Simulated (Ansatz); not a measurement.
# Cl2H6Si2: the cost of one run

Method: UKS CAM-B3LYP-D4/STO-3G, in Ansatz 0.2.0.

## (1) The starting structure

Bond lengths: Si1–Si2 2.602 Å, Si1–H3 1.488 Å, Si1–H4 1.453 Å, Si1–Cl5 2.009 Å, Si1–H6 1.693 Å, Si1–Cl7 2.495 Å, Si2–H8 1.462 Å, Si2–H9 1.458 Å, Si2–H10 1.457 Å. Angles (14 of 21 angles, heavy atoms first): Si2–Si1–Cl5 112.2°, Si2–Si1–Cl7 90.7°, Cl5–Si1–Cl7 89.8°, Si1–Si2–H8 135.5°, Si1–Si2–H9 95.3°, Si1–Si2–H10 96.4°, Si2–Si1–H3 78.6°, Si2–Si1–H4 129.7°, Si2–Si1–H6 45.9°, H3–Si1–Cl5 99.2°, H3–Si1–Cl7 167.9°, H4–Si1–Cl5 117.3°, H4–Si1–Cl7 81.4°, Cl5–Si1–H6 105.3°.

Structure file:

```xyz
10

Si   -0.6555    0.6113   -0.7467
Si    0.7597   -1.0774    0.6376
H    -0.9418   -0.6654   -1.4562
H    -0.2593    1.4669   -1.8522
Cl   -2.4620    0.9386    0.0698
H     0.4452    0.7641    0.5299
Cl    0.2765    2.5153    0.5688
H     1.5507   -1.0158    1.8651
H    -0.3274   -2.0265    0.8448
H     1.6138   -1.5110   -0.4609
```

## (2) Run 1

150 steps of 0.5 fs at constant energy, with velocities drawn for 100 K.

input.yaml reads:

```yaml
crystal:
  periodic: [false, false, false]
  atoms:
    - { symbol: Si, position_ang: [-0.6555, 0.6113, -0.7467] }
    - { symbol: Si, position_ang: [0.7597, -1.0774, 0.6376] }
    - { symbol: H, position_ang: [-0.9418, -0.6654, -1.4562] }
    - { symbol: H, position_ang: [-0.2593, 1.4669, -1.8522] }
    - { symbol: Cl, position_ang: [-2.462, 0.9386, 0.0698] }
    - { symbol: H, position_ang: [0.4452, 0.7641, 0.5299] }
    - { symbol: Cl, position_ang: [0.2765, 2.5153, 0.5688] }
    - { symbol: H, position_ang: [1.5507, -1.0158, 1.8651] }
    - { symbol: H, position_ang: [-0.3274, -2.0265, 0.8448] }
    - { symbol: H, position_ang: [1.6138, -1.511, -0.4609] }
magnetization:
  spin_polarized: true
basis:
  gaussian: { orbitals: STO-3G }
hamiltonian:
  xc: cam_b3lyp
  dispersion: d4
md:
  timestep: 0.5
  n_steps: 150
  ensemble: nve
  temperature: 100.0
  initial_velocities: maxwell_boltzmann
  seed: 997603
```

The run is started by

```
ansatz run input.yaml --threads 1 --pin off --max-ram 2048MiB --backend cpu --events-out ev --progress --plain --runs-dir out
```

What time and memory should one allow on 1 thread of an x86-64 CPU, shared host?

About 11 min, with a peak of 0.19 GiB.
